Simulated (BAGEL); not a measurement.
# singlet SiNH2ClF+: levels of theory compared

Wanted: a comparison of 5 runs (HF/3-21G, B3LYP/6-31G*, B3LYP/6-311+G**, PBE0/6-311+G**, RI-MP2/6-311+G**) of singlet SiNH2ClF+. 

The results are computed with BAGEL 1.2.2.

## (1) The molecule

SiNH2ClF+ has 6 atoms, charge +1, and is taken as a singlet. As SMILES of the parent species, `N[Si](F)Cl`. The shape is that of a PBE0-D4/def2-TZVP optimisation. This is one conformer, not always the lowest. That shape belongs to the parent species and isn't relaxed for this state.

Bond lengths: N1–Si2 1.704 Å, Si2–F3 1.597 Å, Si2–Cl4 2.056 Å, N1–H5 1.008 Å, N1–H6 1.009 Å. Angles: N1–Si2–F3 106.5°, N1–Si2–Cl4 107.7°, F3–Si2–Cl4 110.2°, Si2–N1–H5 119.8°, Si2–N1–H6 119.7°, H5–N1–H6 112.0°.

## (2) A single-point energy at HF/3-21G (density fitting with qzvpp-jkfit) (run 1)

job.json

```json
{ "bagel": [

{
  "title": "molecule",
  "basis": "3-21g",
  "df_basis": "qzvpp-jkfit",
  "angstrom": "true",
  "geometry": [
    { "atom": "N", "xyz": [   -0.453500,    0.751300,    0.053100 ] },
    { "atom": "Si", "xyz": [    0.437600,   -0.601100,   -0.475800 ] },
    { "atom": "F", "xyz": [    1.950700,   -0.348100,   -0.031300 ] },
    { "atom": "Cl", "xyz": [   -0.315600,   -2.258400,    0.480800 ] },
    { "atom": "H", "xyz": [   -1.460600,    0.711500,    0.073400 ] },
    { "atom": "H", "xyz": [   -0.116400,    1.680800,   -0.146500 ] }
  ]
},
{
  "title": "hf",
  "charge": 1
},
{
  "title": "print",
  "file": "orbitals.molden",
  "orbitals": "true"
}

]}
```

Command:

```console
BAGEL_NUM_THREADS=1 BAGEL job.json > job.out
```

Log:

```text
* using 1 threads per process

  ===============================================================
  ===============================================================

  *** Geometry ***

  { "atom" : "N", "xyz" : [     -0.856991,      1.419751,      0.100344 ] },
  { "atom" : "Si", "xyz" : [      0.826944,     -1.135914,     -0.899132 ] },
  { "atom" : "F", "xyz" : [      3.686289,     -0.657814,     -0.059148 ] },
  { "atom" : "Cl", "xyz" : [     -0.596398,     -4.267757,      0.908580 ] },
  { "atom" : "H", "xyz" : [     -2.760134,      1.344540,      0.138706 ] },
  { "atom" : "H", "xyz" : [     -0.219964,      3.176252,     -0.276845 ] },

  Number of auxiliary basis functions:      446

  Since a DF basis is specified, we compute 2- and 3-index integrals:
    o Being stored without compression. Storage requirement is 0.008 GB

  Number of basis functions:       48
  Number of electrons      :       49

    * METHOD: MOLECULE                             0.14

  *** RHF ***

  === Nuclear Repulsion ===
   215.5842678658

      * DIIS with orbital gradients will be used.

  === RHF iteration (3-21g) ===
      0       -898.49519913          0.02772330           0.03
      1       -898.62925285          0.01783378           0.03
      2       -898.68244794          0.00137746           0.03
[... 12 lines of this table left out ...]
     15       -898.68348610          0.00000001           0.03
    * SCF iteration converged.

    * Permanent dipole moment:
           (    0.934448,    -1.525971,     1.790288) a.u.

    * METHOD: HF                                   0.56

    * METHOD: PRINT                                0.01

  ===============================================================
```

It took 0.83 s on 1 thread of Arm Neoverse V1, shared host.

## (3) The energy at B3LYP/6-31G(d) (density fitting with qzvpp-jkfit, spherical functions) (run 2)

Changes to job.json since step 2:

```diff
@@ -4,3 +4,3 @@
   "title": "molecule",
-  "basis": "3-21g",
+  "basis": "6-31gs.json",
   "df_basis": "qzvpp-jkfit",
@@ -16,11 +16,4 @@
 },
-{
-  "title": "hf",
-  "charge": 1
-},
-{
-  "title": "print",
-  "file": "orbitals.molden",
-  "orbitals": "true"
-}
+{ "title": "ks", "xc_func": "b3lyp", "charge": 1 },
+{ "title": "print", "file": "orbitals.molden", "orbitals": "true" }
```

The basis set 6-31G* is read from a file made from the Basis Set Exchange's data (not shown).

Command:

```console
BAGEL_NUM_THREADS=1 BAGEL job.json > job.out
```

Log:

```text
* using 1 threads per process

  ===============================================================
  ===============================================================

  *** Geometry ***

[... 19 lines left out ...]
    * Removing 10519 points whose weight is below 1.00e-10
[... 2 lines left out ...]
  === Nuclear Repulsion ===
   215.5842678658

       - DIIS with orbital gradients will be used.

  === KS iteration (b3lyp / 6-31gs.json) ===
      0       -880.41337394          0.13594504           0.22
      1       -829.35855892          0.17760237           0.20
      2       -867.58275720          0.14741460           0.21
[... 17 lines of this table left out ...]
     20       -905.25521842          0.00000001           0.21
    * SCF iteration converged.

    * Permanent dipole moment:
           (    0.858497,    -1.333283,     1.175029) a.u.

    * METHOD: KS                                   4.65

    * METHOD: PRINT                                0.01

  ===============================================================
```

It took 5.1 s on 1 thread of Arm Neoverse V1, shared host; peak memory 0.29 GiB.

Runs 3 to 4 aren't shown in full; the table further down has their settings and results.

## (4) The energy at RI-MP2/6-311+G(d,p) (density fitting with qzvpp-jkfit) (run 5)

Changes to job.json since step 3:

```diff
@@ -4,5 +4,5 @@
   "title": "molecule",
-  "basis": "6-31gs.json",
+  "basis": "6-311+gss.json",
   "df_basis": "qzvpp-jkfit",
-  "angstrom": "true",
+  "angstrom": true,
   "geometry": [
@@ -16,4 +16,11 @@
 },
-{ "title": "ks", "xc_func": "b3lyp", "charge": 1 },
-{ "title": "print", "file": "orbitals.molden", "orbitals": "true" }
+{
+  "title": "hf",
+  "charge": 1
+},
+{
+  "title": "mp2",
+  "charge": 1,
+  "ncore": 12
+}
```

The basis set 6-311+G** is read from a file made from the Basis Set Exchange's data (not shown).

Command:

```console
BAGEL_NUM_THREADS=1 BAGEL job.json > job.out
```

Log:

```text
* using 1 threads per process

  ===============================================================
  ===============================================================

  *** Geometry ***

[... 30 lines left out ...]
    * SCF iteration converged.
[... 1 line left out ...]
    * Permanent dipole moment:
[... 2 lines left out ...]
    * METHOD: HF                                   1.66

  *** RHF ***

  === Nuclear Repulsion ===
   215.5842678658

      * DIIS with orbital gradients will be used.

  === RHF iteration (6-311+gss.json) ===
      0       -903.33241866          0.00000000           0.08
    * SCF iteration converged.

    * Permanent dipole moment:
           (    0.914821,    -1.150829,     1.521272) a.u.

  === DF-MP2 calculation ===

    * freezing 12 orbitals
    * 3-index integral transformation done
    * assembly done

      MP2 correlation energy:   -0.6142983366      0.05

      MP2 total energy:       -903.9467170010

    * METHOD: MP2                                  0.23

  ===============================================================
```

It took 2.2 s on 1 thread of Arm Neoverse V1, shared host; peak memory 0.15 GiB.

## (5) Overview of the runs

```csv
run,level,frozen core orbitals,energy (Eh),HOMO energy (eV),LUMO energy (eV),HOMO–LUMO gap (eV),wall time
1,HF/3-21G (density fitting with qzvpp-jkfit),–,-898.683486,-18.50,-7.86,10.64,0.83 s
2,"B3LYP/6-31G* (density fitting with qzvpp-jkfit, spherical functions)",–,-905.255218,-14.80,-10.87,3.93,5.1 s
3,B3LYP/6-311+G** (density fitting with qzvpp-jkfit),–,-905.369736,-14.96,-11.06,3.89,9.3 s
4,PBE0/6-311+G** (density fitting with qzvpp-jkfit),–,-904.899985,-15.22,-10.85,4.37,8.7 s
5,RI-MP2/6-311+G** (density fitting with qzvpp-jkfit),12,-903.946717,–,–,–,2.2 s
```

## (6) Results

| quantity | value |
| --- | --- |
| run 5: total energy | -903.94672 Eh |
| run 5: correlation energy (12 core orbitals frozen) | -614.3 mEh |

What this shows: Over runs 1, 2, 3, 4 the HOMO–LUMO gap runs from 3.89 eV (B3LYP/6-311+G**) to 10.64 eV (HF/3-21G). The two ends differ in method and basis. Totals of different functionals can't be ranked against each other. All runs together took 26 s, the longest 9.3 s.
